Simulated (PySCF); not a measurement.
# BCl4: the cost of one run

Computed with PySCF 2.14.0, with density-fitted response routines of our own, on a single molecule, in the gas phase or a continuum. Atoms are numbered from 0 throughout.

### 1 Starting geometry

5 atoms, charge -1, multiplicity 1; geometry from: GFN2-xTB. The atoms were then displaced at random by about 0.01 Å, so the start is not that level's minimum.

Bonds of the start (Å): Cl0–B1 1.83, B1–Cl2 1.84, B1–Cl3 1.85, B1–Cl4 1.85.

### 2 Optimising the geometry at PBE0-D3(BJ)/def2-TZVP

What the job is given:

```
{"job": {"xc": "PBE0", "basis": "def2-TZVP", "d3": "d3bj", "grid": 2, "shake": 0.01, "kind": "geom"}, "charge": -1, "multiplicity": 1}
Cl    -1.415780    -0.528740    -1.046920
B     -0.004080    -0.003920    -0.005840
Cl     1.476460     0.214860    -1.079150
Cl    -0.351370     1.599050     0.843900
Cl     0.328340    -1.315220     1.250120
```

Started as:

```console
$ OMP_NUM_THREADS=1 python probes_run.py task.json out
```

The driver reads the jobs from task.json and runs them one after another.

Q: Estimate the wall time and peak memory of this first job on 1 thread of Arm Neoverse V2, shared host.

About 41 s, with a peak of 0.68 GiB.
